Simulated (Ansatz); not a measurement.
The system is AlIn.

```
Al In
1.0
     3.05413    0.00000    0.00000
    -1.52707    2.64496    0.00000
     0.00000    0.00000    5.82802
Al In
1 1
Cartesian
  0.0000 0.0000 0.0000
  0.0000 0.0000 2.9140
```

The cell was built by a generator and needn't be a form met in nature.

* Program: Ansatz 0.2.0
* Task: single point
* Functional: PBE
* Potentials or basis: Ansatz PAW
* Cutoff: 420 eV (not typed: the program's choice for these potentials)
* k mesh: 10 × 10 × 5
* Occupations: fermi-dirac, width 0.05 eV
* Spin: no spin polarisation

On this cell: pressure -0.1 GPa; largest force under 0.003 eV/Å; band gap on the k mesh none (metal or under the smearing width).

The same run follows on a disturbed copy (atoms moved at random, drawn with an rms of 0.05 Å):

```
Al In
1.0
     3.05413    0.00000    0.00000
    -1.52707    2.64496    0.00000
     0.00000    0.00000    5.82802
Al In
1 1
Direct
  0.00860 0.01871 0.00500
  0.01233 0.00184 0.50688
```

Problem. What does the disturbed cell give?

Solution. The energy (extrapolated to zero smearing) moves by +0.1 meV/atom; pressure -0.1 GPa; largest force 0.034 eV/Å; band gap on the k mesh none (metal or under the smearing width).

Forces in eV/Å, atoms in the order of the input:
```
Al  -0.002  0.002  0.034
In   0.002 -0.002 -0.034
```

Stress tensor (GPa, compression positive):
```
 0.24  0.00 -0.01
 0.00  0.24  0.01
-0.01  0.01 -0.85
```
